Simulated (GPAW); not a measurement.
# Mn3Al (Fm-3m) in GPAW: equation of state

Aim: energy against volume of Mn3Al in PBEsol, for its equilibrium volume and stiffness.

Everything below comes from runs of GPAW 26.7.0. Logs are shortened: lines on timing, memory, paths and dates and some standing lists are left out, and cuts for length are marked. The log counts tension as positive stress, the text compression.

### 1 The crystal as given

Symmetry: Fm-3m, No. 225, cubic system. The conventional cell has a = 5.716 Å, b = 5.716 Å, c = 5.716 Å, α = 90.00°, β = 90.00°, γ = 90.00°. Around Mn (site symmetry m-3m) lie 8 Mn at 2.48 Å. Around Mn (site symmetry -43m) lie 4 Mn at 2.48 Å and 4 Al at 2.48 Å. Around Al (site symmetry m-3m) lie 8 Mn at 2.48 Å.

The cell comes from a database or a generator and needn't be the stable form of this composition.

### 2 Equation of state, PBEsol, collinear spin, ferromagnetic start

File run.py:

```python
from ase import Atoms
from ase.eos import EquationOfState
from ase.io import Trajectory
from ase.units import GPa
from gpaw import GPAW, PW, setup_paths

setup_paths.insert(0, '.')

atoms = Atoms(['Mn', 'Mn', 'Mn', 'Al'],
              cell=[[0.0, 2.858028, 2.858028],
                    [2.858028, 0.0, 2.858028],
                    [2.858028, 2.858028, 0.0]],
              scaled_positions=[[0.0, 0.0, 0.0],
                                [0.25, 0.25, 0.25],
                                [0.75, 0.75, 0.75],
                                [0.5, 0.5, 0.5]],
              pbc=True)
atoms.set_initial_magnetic_moments([4.0, 4.0, 4.0, 0.0])

traj = Trajectory('eos.traj', 'w')
volumes, energies = [], []
for x in [0.94, 0.96, 0.98, 1.0, 1.02, 1.04, 1.06]:
    a = atoms.copy()
    a.set_cell(atoms.cell * x**(1 / 3), scale_atoms=True)
    calc = GPAW(mode=PW(600),
                xc='PBEsol',
                kpts={'size': (8, 8, 8), 'gamma': True},
                occupations={'name': 'fermi-dirac', 'width': 0.05},
                nbands=43,
                convergence={'density': 1e-05, 'energy': 1e-05},
                maxiter=150,
                txt=f'eos-{x:.2f}.txt')
    a.calc = calc
    energies.append(a.get_potential_energy(force_consistent=True))
    volumes.append(a.get_volume())
    p = -a.get_stress()[:3].mean() / GPa
    calc.write(f'eos-{x:.2f}.gpw')
    traj.write(a)
    print(f'{x:.2f} {volumes[-1]:10.4f} A^3 {energies[-1]:14.6f} eV {p:9.3f} GPa', flush=True)

v0, e0, B = EquationOfState(volumes, energies, eos='birchmurnaghan').fit()
print(f'V0 = {v0:.4f} A^3, E0 = {e0:.6f} eV, B0 = {B / GPa:.2f} GPa')
```

Potentials or basis: PAW data sets generated in the run's folder for this functional, pw.

Command:

```bash
$ gpaw-setup -f PBEsol Al Mn
$ OMP_NUM_THREADS=1 python run.py
```

The log of the run:

```text
__  _  _
 | _ |_)|_||  |
 |__||  | ||/\| - 26.7.0

Input parameters:
  mode=PW(ecut=600.0),
  convergence={'density': 1e-05, 'energy': 1e-05},
  kpts=MonkhorstPack(size=(8, 8, 8), gamma=True),
  maxiter=150,
  nbands=43,
  occupations=Occupations(name='fermi-dirac', width=0.05),
  xc=XC(name='PBEsol')

Diagonalizing LCAO Hamiltonian
Converting LCAO to pw mode

                    Mn

                Al

           Mn

       Mn

Atoms  # Å, Bohr magnetons
|   | symbol |        x |        y |        z |    initial magnetic moments |
|---|--------|----------|----------|----------|-----------------------------|
| 0 |     Mn | 0.000000 | 0.000000 | 0.000000 | ( 0.0000,  0.0000,  4.0000) |
| 1 |     Mn | 1.409701 | 1.409701 | 1.409701 | ( 0.0000,  0.0000,  4.0000) |
| 2 |     Mn | 4.229102 | 4.229102 | 4.229102 | ( 0.0000,  0.0000,  4.0000) |
| 3 |     Al | 2.819401 | 2.819401 | 2.819401 | ( 0.0000,  0.0000,  0.0000) |

Unit cell  # Å
| periodic |        x |        y |        z |  lengths |    angles |
|----------|----------|----------|----------|----------|-----------|
|      yes | 0.000000 | 2.819401 | 2.819401 | 3.987236 | 60.000000 |
|      yes | 2.819401 | 0.000000 | 2.819401 | 3.987236 | 60.000000 |
|      yes | 2.819401 | 2.819401 | 0.000000 | 3.987236 | 60.000000 |

Number of symmetries: 48
Symmetry operations  # r_c * U_cc + t_c -> r_c
|    | kind |            matrix            |
|----|------|------------------------------|
|  0 |  σ   |  1, 0, 0,  1, 0,-1,  1,-1, 0 |
|  1 |  C2  |  1, 0, 0,  1,-1, 0,  1, 0,-1 |
|  2 |  E   |  1, 0, 0,  0, 1, 0,  0, 0, 1 |
|  3 |  σ   |  1, 0, 0,  0, 0, 1,  0, 1, 0 |
|  4 |  C4  |  1, 0,-1,  1, 0, 0,  1,-1, 0 |
|  5 |  S6  |  1, 0,-1,  1,-1, 0,  1, 0, 0 |
|  6 |  σ   |  1, 0,-1,  0, 1,-1,  0, 0,-1 |
|  7 |  C3  |  1, 0,-1,  0, 0,-1,  0, 1,-1 |
|  8 |  S6  |  1,-1, 0,  1, 0, 0,  1, 0,-1 |
|  9 |  C4  |  1,-1, 0,  1, 0,-1,  1, 0, 0 |
| 10 |  C3  |  1,-1, 0,  0,-1, 1,  0,-1, 0 |
| 11 |  σ   |  1,-1, 0,  0,-1, 0,  0,-1, 1 |
| 12 |  σ   |  0, 1, 0,  1, 0, 0,  0, 0, 1 |
| 13 |  C4  |  0, 1, 0,  0, 1,-1, -1, 1, 0 |
| 14 |  C3  |  0, 1, 0,  0, 0, 1,  1, 0, 0 |
| 15 |  S6  |  0, 1, 0, -1, 1, 0,  0, 1,-1 |
| 16 |  C2  |  0, 1,-1,  1, 0,-1,  0, 0,-1 |
| 17 |  σ   |  0, 1,-1,  0, 1, 0, -1, 1, 0 |
| 18 |  S4  |  0, 1,-1,  0, 0,-1,  1, 0,-1 |
| 19 |  C4  |  0, 1,-1, -1, 1, 0,  0, 1, 0 |
| 20 |  C3  |  0, 0, 1,  1, 0, 0,  0, 1, 0 |
| 21 |  σ   |  0, 0, 1,  0, 1, 0,  1, 0, 0 |
| 22 |  S6  |  0, 0, 1,  0,-1, 1, -1, 0, 1 |
| 23 |  C4  |  0, 0, 1, -1, 0, 1,  0,-1, 1 |
| 24 |  S4  |  0, 0,-1,  1, 0,-1,  0, 1,-1 |
| 25 |  C3  |  0, 0,-1,  0, 1,-1,  1, 0,-1 |
| 26 |  C2  |  0, 0,-1,  0,-1, 0, -1, 0, 0 |
| 27 |  S6  |  0, 0,-1, -1, 0, 0,  0,-1, 0 |
| 28 |  S4  |  0,-1, 1,  1,-1, 0,  0,-1, 0 |
| 29 |  C4  |  0,-1, 1,  0, 0, 1, -1, 0, 1 |
| 30 |  C2  |  0,-1, 1,  0,-1, 0,  1,-1, 0 |
| 31 |  σ   |  0,-1, 1, -1, 0, 1,  0, 0, 1 |
| 32 |  C3  |  0,-1, 0,  1,-1, 0,  0,-1, 1 |
| 33 |  S6  |  0,-1, 0,  0, 0,-1, -1, 0, 0 |
| 34 |  S4  |  0,-1, 0,  0,-1, 1,  1,-1, 0 |
| 35 |  C2  |  0,-1, 0, -1, 0, 0,  0, 0,-1 |
| 36 |  C2  | -1, 1, 0,  0, 1, 0,  0, 1,-1 |
| 37 |  S6  | -1, 1, 0,  0, 1,-1,  0, 1, 0 |
| 38 |  S4  | -1, 1, 0, -1, 0, 1, -1, 0, 0 |
| 39 |  C3  | -1, 1, 0, -1, 0, 0, -1, 0, 1 |
| 40 |  S6  | -1, 0, 1,  0, 0, 1,  0,-1, 1 |
| 41 |  C2  | -1, 0, 1,  0,-1, 1,  0, 0, 1 |
| 42 |  C3  | -1, 0, 1, -1, 1, 0, -1, 0, 0 |
| 43 |  S4  | -1, 0, 1, -1, 0, 0, -1, 1, 0 |
| 44 |  C2  | -1, 0, 0,  0, 0,-1,  0,-1, 0 |
| 45 |  i   | -1, 0, 0,  0,-1, 0,  0, 0,-1 |
| 46 |  σ   | -1, 0, 0, -1, 1, 0, -1, 0, 1 |
| 47 |  C2  | -1, 0, 0, -1, 0, 1, -1, 1, 0 |

BZ-sampling:
  Number of BZ points: 512
  Number of IBZ points: 29

  Monkhorst-Pack size: [8, 8, 8]
  Monkhorst-Pack shift: [0.0625, 0.0625, 0.0625]

K-points  # in reciprocal-cell coordinates
|     |                                coordinates |     weight |
|-----|--------------------------------------------|------------|
|   0 | (  0.00000000,   0.00000000,   0.00000000) | 0.00195312 |
|   1 | (  0.12500000,   0.12500000,   0.00000000) | 0.01171875 |
|   2 | (  0.12500000,   0.12500000,   0.12500000) | 0.01562500 |
|   3 | (  0.25000000,   0.12500000,   0.12500000) | 0.02343750 |
|   4 | (  0.25000000,   0.25000000,   0.00000000) | 0.01171875 |
|   5 | (  0.25000000,   0.25000000,   0.12500000) | 0.04687500 |
|   6 | (  0.25000000,   0.25000000,   0.25000000) | 0.01562500 |
|   7 | (  0.37500000,   0.25000000,  -0.37500000) | 0.04687500 |
|   8 | (  0.37500000,   0.25000000,   0.12500000) | 0.04687500 |
|   9 | (  0.37500000,   0.25000000,   0.25000000) | 0.04687500 |
| ... |                                            |            |
|  28 | (  0.50000000,   0.50000000,   0.50000000) | 0.00781250 |

Plane wave coefficients: 1524
Cutoff: 600.0 eV

Spin-components: 2 (collinear spins)
Bands:           43
Projectors:      23
Spin-degeneracy: 1
Datatype:        complex128

Parallelization:
  kpt:    1
  domain: 1
  band:   1

Density:
  Valence electrons: 48.0
  Components: 2
  Grid points: [24 24 24]
  Charge: 0.0  # |e|

Potential:
  Grid points: [24 24 24]

species:
  Mn:
    name:    Manganese
    Z:       25.0
    valence: 15
    core:    10
    charge:  0.0  # [|e|]
    compensation charges:
      type: gauss
      rc: 0.38  # [Å]
      lmax: 2
    cutoffs:
      filter: 2.14  # [Å]
      core: 0.86  # [Å]
    projectors
    | kind |    occ | energy [eV] | rcut [Å] |
    |------|--------|-------------|----------|
    |   3s |  2.000 |     -85.624 |    1.275 |
    |   4s |  2.000 |      -5.124 |    1.275 |
    |   3p |  6.000 |     -54.486 |    1.281 |
    |   4p |  0.000 |      -1.348 |    1.281 |
    |   3d |  5.000 |      -6.794 |    1.138 |
    |    d |        |      20.417 |    1.138 |

    Using partial waves for Mn as LCAO basis

  Al:
    name:    Aluminium
    Z:       13.0
    valence: 3
    core:    10
    charge:  0.0  # [|e|]
    compensation charges:
      type: gauss
      rc: 0.34  # [Å]
      lmax: 2
    cutoffs:
      filter: 1.91  # [Å]
      core: 2.36  # [Å]
    projectors
    | kind |    occ | energy [eV] | rcut [Å] |
    |------|--------|-------------|----------|
    |   3s |  2.000 |      -7.715 |    1.085 |
    |   3p |  1.000 |      -2.689 |    1.085 |
    |    s |        |      19.497 |    1.085 |
    |    p |        |      24.522 |    1.085 |
    |    d |        |       0.000 |    1.085 |

    Using partial waves for Al as LCAO basis

Reference energy: -101040.065764  # eV

eigensolver:
  PPCG
  Converge bands: occupied
  niter=2

density mixing:
  MSR1-Mixer
  Pratt-step length: 0.05
  Maximum mixing coefficient: 0.75
  Old densities: 10
  SVD Regularization: 0.005
  Good broyden scale: 1.0
  Trust region scale: 1.0
  Backstep threshold: 4.0
  History deletion threshold: 6.0
  Fourier metric: weight=20.0, sigma=0.015

occupation numbers:
  Fermi-Dirac:
    width: 0.0500  # eV

poisson solver:
  ecut: 4800.0  # eV

xc functional:
  name: PBEsol with 2 nearest neighbor stencil

convergence criteria:
- Maximum integral of absolute [dens]ity change: 1e-05 electrons / valence electron
- Maximum [total energy] change in last 3 cyles: 1e-05 eV / valence electron
- Maximum integral of absolute [eigenst]ate change: 4e-08 eV^2 / valence electron
maximum number of iterations: 150

SCF iterations
|iter     | |      energy | eigst |  dens |  magmom |
|---------|-|-------------|-------|-------|---------|
|iter:   1| |  -32.802324 | +0.49 |       | +12.0320|
|iter:   2| |  -32.985091 | -2.03 | -0.95 | +11.8193|
|iter:   3| |  -43.974812 | -0.97 | -0.96 |  +8.6141|
|iter:   4| |  -45.926784 | -1.02 | -0.71 |  +9.4623|
|iter:   5| |  -38.160697 | -1.00 | -0.48 |  +6.7170|
|iter:   6| |  -35.635872 | -1.25 | -0.84 |  +0.9945|
|iter:   7| |  -35.666493 | -2.44 | -1.24 |  +2.1030|
|iter:   8| |  -35.657673 | -2.70 | -1.36 |  +2.7680|
|iter:   9| |  -35.869081 | -2.29 | -1.36 |  +1.5397|
|iter:  10| |  -35.602388 | -2.68 | -1.24 |  +1.5615|
|iter:  11| |  -35.581938 | -3.88 | -1.86 |  +1.6823|
|iter:  12| |  -35.585987 | -4.75 | -2.47 |  +1.7384|
|iter:  13| |  -35.587160 | -4.33 | -2.41 |  +1.8387|
|iter:  14| |  -35.587471 | -4.78 | -2.44 |  +1.8291|
|iter:  15| |  -35.587637c| -4.83 | -2.72 |  +1.8350|
|iter:  16| |  -35.587779c| -5.90 | -3.31 |  +1.8493|
|iter:  17| |  -35.587826c| -6.01 | -3.51 |  +1.8681|
|iter:  18| |  -35.587869c| -6.18 | -3.69 |  +1.8886|
|iter:  19| |  -35.587882c| -6.93 | -3.88 |  +1.8959|
|iter:  20| |  -35.587902c| -7.44c| -4.31 |  +1.9003|
|iter:  21| |  -35.587907c| -7.77c| -5.06c|  +1.8994|

Converged in 21 steps
Energy contributions relative to reference atoms: (reference = -101040.065764)

Energy contributions:
  Kinetic:           4.498857
  Coulomb:          -2.386839
  Zero:              0.656250
  External:          0.000000
  Xc:              -38.333986
  Entropy:          -0.044378
  Spinorbit:         0.000000
  ----------------------------
  Free energy:     -35.610096
  Extrapolated:    -35.587907

dipole moment: (-13.044346, -13.044346, -13.044346)  # |e|*Ang

Total magnetic moment: (0.000000, 0.000000, 1.899441)

Local magnetic moments
|        x |        y |         z |
|----------|----------|-----------|
| 0.000000 | 0.000000 |  0.566410 |  # Mn   0
| 0.000000 | 0.000000 |  0.650591 |  # Mn   1
| 0.000000 | 0.000000 |  0.650591 |  # Mn   2
| 0.000000 | 0.000000 | -0.010665 |  # Al   3

Fermi level: 10.155
Eigenvalues  # (at kpt = [0.000, 0.000, 0.000])
| band index |      eig [eV] | occ [0-1] |      eig [eV] | occ [0-1] |
|------------|---------------|-----------|---------------|-----------|
|          0 |       -69.372 |     1.000 |       -68.703 |     1.000 |
|        ... |               |           |               |           |
|         13 |         6.263 |     1.000 |         6.722 |     1.000 |
|         14 |         6.263 |     1.000 |         6.722 |     1.000 |
|         15 |         6.714 |     1.000 |         7.150 |     1.000 |
|         16 |         6.714 |     1.000 |         7.150 |     1.000 |
|         17 |         6.714 |     1.000 |         7.150 |     1.000 |
|         18 |         7.933 |     1.000 |         8.231 |     1.000 |
[... 8 lines left out ...]
|         27 |        11.027 |     0.000 |        11.542 |     0.000 |
|         28 |        16.830 |     0.000 |        17.035 |     0.000 |
|        ... |               |           |               |           |
|         42 |        34.267 |     0.000 |        34.111 |     0.000 |

No gap
No difference between direct/indirect transitions

Stress tensor  # eV/Ang^3
|        x |        y |        z |
|----------|----------|----------|
| 0.002378 | 0.000000 | 0.000000 |
| 0.000000 | 0.002378 | 0.000000 |
| 0.000000 | 0.000000 | 0.002378 |

# Writing to eos-0.96.gpw (mode='')
```

It took 20 min on 1 thread of Arm Neoverse V2, shared host; peak memory 0.48 GiB.

What came out:

| Item | Value |
| --- | --- |
| Equilibrium volume | 11.13 Å³/atom (rough: see the caveat) |
| Bulk modulus | 213 GPa (rough) |

Energy against volume, from the lowest point:
```tsv
volume (Å³/atom)	energy (meV/atom)
10.972	2.94
11.206	0.00
11.439	3.67
11.673	21.71
11.906	27.34
12.140	46.00
12.373	67.99
```

Caveat: the energies scatter about the fit; the fit is doubtful: noisy points or a state that changes with volume.
